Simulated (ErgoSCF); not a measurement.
**B3LYP/3-21G run of InH2Cl (SMILES [H][In]([H])[Cl])**

What is the energy difference between two shapes of InH2Cl at B3LYP/3-21G? 

The calculation is run with ErgoSCF 3.8.

3 further runs of the same task are left out: 3 set aside as unsound or not needed.

## (1) The system as given

The species is InH2Cl (4 atoms), meant as a singlet with charge 0. As SMILES, `[H][In]([H])[Cl]`. The shape comes from GFN2-xTB, which is rough for such elements, and wasn't checked as a minimum.

Bond lengths: In1–Cl4 2.278 Å, In1–H2 1.713 Å, In1–H3 1.713 Å. Angles: H2–In1–Cl4 120.3°, H3–In1–Cl4 120.3°, H2–In1–H3 119.4°.

## (2) The energy at B3LYP/3-21G

input.ego reads:

```
set_nthreads(1)
molecule_inline
In   0.13267767   0.22270422  -0.00069920
H    3.36940058   0.19158043   0.02148619
H   -1.42689440   3.05848394  -0.03754886
Cl  -2.07518385  -3.47278749   0.01676187
EOF
XC.type = "LMG"
scf.convergence_threshold = 1e-06
scf.output_mulliken_pop = 1
scf.max_number_of_iterations = 100
basis = "3-21G"
tmpdir = "."
run "B3LYP-G"
```

The basis set 3-21G is read from a file made from the Basis Set Exchange's data (not shown).

On the command line:

```
ergo input.ego
```

Log:

```text
[...]
INDF Weighted mixed functional:
[...]
INSC Energy   1 =      -5270.15289762418
[...]
INDE PURIFICATION CONVERGED after 57 iterations
[...]
INDE PURIFICATION CONVERGED after 45 iterations
[...]
INDE PURIFICATION CONVERGED after 33 iterations
[...]
INDE PURIFICATION CONVERGED after 33 iterations
[...]
INDE E(LUMO) - E(HOMO) <=          0.24287303210 =          6.60891191672 eV
[...]
INSC Energy  14 =      -6176.45673391937  ( diff     -0.000000001313310 )
[...]
RESC CONVERGED after  14 iterations.
RESC FINAL ENERGY:      -6176.45673391937
[...]
INSC SCF: dipole_moment_x [atomic units] =       0.48752288
INSC SCF: dipole_moment_y [atomic units] =       0.81697055
INSC SCF: dipole_moment_z [atomic units] =      -0.00347712
[...]
```

It took 20 s on 1 thread of Intel Xeon at 2.50GHz (Skylake/Cascade Lake), shared host; peak memory 0.29 GiB.

## (3) The distorted shape at the same level

input.ego reads:

```
set_nthreads(1)
molecule_inline
In 0.23362306 0.10388769 -0.04969224
H  3.39792977 0.26993793 -0.08391140
H  -1.52478033 3.13064691 0.04795180
Cl -2.04097980 -3.38166301 0.02453242
EOF
tmpdir = "."
scf.max_number_of_iterations = 100
scf.output_mulliken_pop = 1
scf.convergence_threshold = 1e-06
XC.type = "LMG"
basis = "3-21G"
run "B3LYP-G"
```

The basis set 3-21G is read from a file made from the Basis Set Exchange's data (not shown).

On the command line:

```
ergo < input.ego
```

Log:

```text
[...]
INDF Weighted mixed functional:
[...]
INSC Energy   1 =      -5270.04488853563
[...]
INDE PURIFICATION CONVERGED after 56 iterations
[...]
INDE PURIFICATION CONVERGED after 43 iterations
[...]
INDE PURIFICATION CONVERGED after 33 iterations
[...]
INDE PURIFICATION CONVERGED after 33 iterations
[...]
INDE E(LUMO) - E(HOMO) <=          0.24369973769 =          6.63140772208 eV
[...]
INSC Energy  15 =      -6176.44511002024  ( diff     -0.000000000056389 )
[...]
RESC CONVERGED after  15 iterations.
RESC FINAL ENERGY:      -6176.44511002024
[...]
INSC SCF: dipole_moment_x [atomic units] =       0.60678716
INSC SCF: dipole_moment_y [atomic units] =       0.51059804
INSC SCF: dipole_moment_z [atomic units] =      -0.04917804
[...]
```

It took 21 s on 1 thread of Intel Xeon at 2.50GHz (Skylake/Cascade Lake), shared host; peak memory 0.29 GiB.

## (4) Summary of results

At B3LYP/3-21G:

| quantity | value |
| --- | --- |
| first shape: total energy | -6176.45673 Eh |
| first shape: dipole moment | 2.42 D |
| distorted shape: total energy | -6176.44511 Eh |
| distorted shape: dipole moment | 2.02 D |
| energy change with the atoms displaced | 0.316 eV |

In words: With the atoms displaced the energy rises by 0.32 eV (7.3 kcal/mol). The first shape isn't relaxed at this level, so the change isn't measured from a minimum. Mulliken charges (first shape) run from -0.43 on Cl4 to +0.69 on In1; they depend strongly on the basis. Relativity is left out (first shape) although the molecule holds a heavy atom. Mulliken charges (distorted shape) run from -0.41 on Cl4 to +0.67 on In1; they depend strongly on the basis. Relativity is left out (distorted shape) although the molecule holds a heavy atom.
